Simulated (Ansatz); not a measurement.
A nudged elastic band was laid between two geometries of a periodic cell of 17 atoms, TiSi₁₆ (host Si, host structure diamond, interstitial Ti).

Theory: Ansatz 0.2.0, DFT PBE-D3(BJ), scalar-relativistic, plane waves, PAW. Settings: PAW set soft_1, cutoff 420 eV, k mesh 2x2x2, gaussian smearing 0.05 eV, no spin polarisation.

* movable images: 3
* climbing image: yes
* spring: 50.0 eV/Å²
* optimiser: fire
* start path: default
* force threshold: 0.05 eV/Å
* iteration limit: 50
* end points: relaxed

First end point:

```xyz
17
Lattice="0.0000 5.4300 5.4300 5.4300 0.0000 5.4300 5.4300 5.4300 0.0000" Properties=species:S:1:pos:R:3
Si -0.026 -0.052 -0.051
Si 1.281 1.323 1.324
Si 2.627 2.725 -0.083
Si 4.027 4.070 1.318
Si 2.627 -0.084 2.726
Si 4.028 1.317 4.072
Si 5.427 2.717 2.718
Si 6.739 4.029 4.030
Si -0.022 2.697 2.698
Si 1.320 4.039 4.040
Si 2.659 5.378 2.694
Si 4.033 6.753 4.001
Si 2.659 2.693 5.380
Si 4.033 4.000 6.754
Si 5.435 5.346 5.347
Si 6.781 6.747 6.748
Ti 4.026 6.746 6.747
```

Last end point:

```xyz
17
Lattice="0.0000 5.4300 5.4300 5.4300 0.0000 5.4300 5.4300 5.4300 0.0000" Properties=species:S:1:pos:R:3
Si -0.022 0.055 0.052
Si 1.324 1.394 1.389
Si 2.663 2.740 0.051
Si 4.031 4.116 1.361
Si 2.662 0.055 2.736
Si 4.031 1.362 4.113
Si 5.433 2.714 2.711
Si 6.784 4.117 4.112
Si -0.018 2.736 2.732
Si 1.285 4.110 4.107
Si 2.631 5.517 2.705
Si 4.037 6.862 4.107
Si 2.630 2.707 5.513
Si 4.036 4.110 6.858
Si 5.439 5.517 5.512
Si 6.744 6.832 6.831
Ti 4.032 4.115 4.111
```

(1) What changes between the two ends?

(2) What energy profile does the band end with?

(3) What is the geometry of the highest image?

The band took 44 iterations and of the order of 12 core-minutes.

Answers

(1) The atom that moves furthest is Ti17, by 3.72 Å; four of its nearest neighbours are Si7 2.43, Si15 2.43, Si5 2.43, Si3 2.43 Å at the first end and Si7 2.43, Si11 2.43, Si15 2.43, Si13 2.43 Å at the last.

(2) It converged. The highest image is number 1 of 0 to 4, 1.74 eV above the ends, which have the same energy within 2 meV. The profile has 2 maxima (images 1, 3) with wells between them (image 2): this band takes more than one step, which may be the mechanism or a detour left from its start path. Neighbouring images differ by up to 1.7 eV, so the band resolves the path poorly. The order of the point at the top wasn't checked. Limits of this set-up: coarse k mesh, a small cell, in which the defect meets its images, a typed lattice constant that wasn't relaxed here.

| image | path coordinate (Å) | energy (eV) | Si2–Ti17 (Å) | Si3–Ti17 (Å) | Si5–Ti17 (Å) |
| --- | --- | --- | --- | --- | --- |
| 0 | 0.00 | 0.00 | 2.74 | 2.43 | 2.43 |
| 1 | 1.27 | 1.74 | 2.42 | 2.42 | 2.42 |
| 2 | 2.51 | 0.00 | 2.41 | 2.78 | 2.78 |
| 3 | 3.75 | 1.74 | 3.37 | 3.52 | 3.52 |
| 4 | 4.99 | 0.00 | 4.69 | 4.49 | 4.49 |

(3) 
```xyz
17
Lattice="0.0000 5.4300 5.4300 5.4300 0.0000 5.4300 5.4300 5.4300 0.0000" Properties=species:S:1:pos:R:3
Si -0.039 0.032 0.032
Si 1.255 1.399 1.399
Si 2.666 2.812 -0.105
Si 4.003 4.078 1.318
Si 2.666 -0.105 2.811
Si 4.003 1.318 4.078
Si 5.280 2.602 2.602
Si 6.695 3.920 3.920
Si 0.151 2.805 2.805
Si 1.442 4.186 4.186
Si 2.719 5.468 2.707
Si 4.173 6.831 3.905
Si 2.719 2.706 5.468
Si 4.173 3.905 6.830
Si 5.590 5.323 5.323
Si 6.752 6.747 6.748
Ti 3.425 6.070 6.070
```

Time of the run: 12 min on 1 thread of Intel(R) Xeon(R) 6975P-C (Granite Rapids), on a shared host, peak memory 0.86 GiB.
